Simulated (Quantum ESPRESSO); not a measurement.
Runs of Quantum ESPRESSO 7.5 on WS2. It takes space group P6_3/mmc (No. 194, hexagonal). Conventional cell: a = 3.180 Å, b = 3.180 Å, c = 12.500 Å, α = 90.00°, β = 90.00°, γ = 120.00°. W (site symmetry -6m2) has 6 S at 2.45 Å as nearest neighbours. S (site symmetry 3m) is surrounded by 3 W at 2.45 Å. 

| level | form of the LDA correlation | gap on the mesh (eV) | pressure (GPa) | moment (μB) | largest force (eV/Å) |
| --- | --- | --- | --- | --- | --- |
| PBEsol+U | - | (a) | (d) | 0.00 | 1.24 |
| RPBE+U | - | 1.21 | (c) | 0.00 | 1.02 |
| PW91+U | - | 1.16 | -3.1 | 0.00 | 1.01 |
| PBE+U | - | 1.17 | -3.5 | 0.00 | (b) |
| revPBE+U | - | 1.20 | -1.8 | 0.00 | 1.03 |
| LDA+U | PZ81 | 1.10 | -10.0 | 0.00 | 1.31 |

Alike in all rows: task single point; potentials or basis PseudoDojo 0.4.1 SR PBE standard; spin collinear, ferromagnetic start; W d U = 3 eV; cell as given; k mesh 7 × 7 × 2; cutoff (eV) 1007; smearing gaussian 0.05 eV.

Question: Fill in the values left out.

Answer: (a) 1.13; (b) 1.04; (c) -1.1; (d) -8.0.

Caveats: spin-orbit coupling is left out, which moves the levels of the heavy elements; an odd mesh through Γ misses points on the zone boundary, where band edges often lie; the potentials were made for another functional, which shifts forces and pressure (some runs); this functional lacks dispersion, which binds the layers, so the pressure and a relaxed spacing across them are unreliable (some runs); forces of over 1 eV/Å show positions far from the minimum, so gaps and moduli don't describe the material at rest (some runs).

A k mesh can miss the band edges, and the runs leave out spin-orbit coupling on W.
